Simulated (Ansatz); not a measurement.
Crystal: Sn3Se.

```
Sn Se
1.0
     0.00000    3.73314    3.73314
     3.73314    0.00000    3.73314
     3.73314    3.73314    0.00000
Sn Se
3 1
Direct
  0.50000 0.50000 0.50000
  0.75000 0.75000 0.75000
  0.25000 0.25000 0.25000
  0.00000 0.00000 0.00000
```

The cell comes from a database or a generator and needn't be the stable form of this composition.

Base run:

```yaml
Program: Ansatz 0.2.0
Functional: LDA
Potentials_or_basis: all-electron LAPW, scalar-relativistic
Cutoff: 164 eV (chosen from the basis error)
Basis_error_allowed: 0.002 eV/atom
k_mesh: 6 × 6 × 6
Occupations: fermi-dirac, width 0.05 eV
Spin: no spin polarisation
```

Its results: pressure -4.5 GPa.

**Question.** The run is repeated on the same cell with these changes: functional from LDA to PBEsol. What comes out?

**Answer.** Pressure -3.2 GPa.

PBEsol binds less tightly than LDA, so the same cell stands under more pressure.
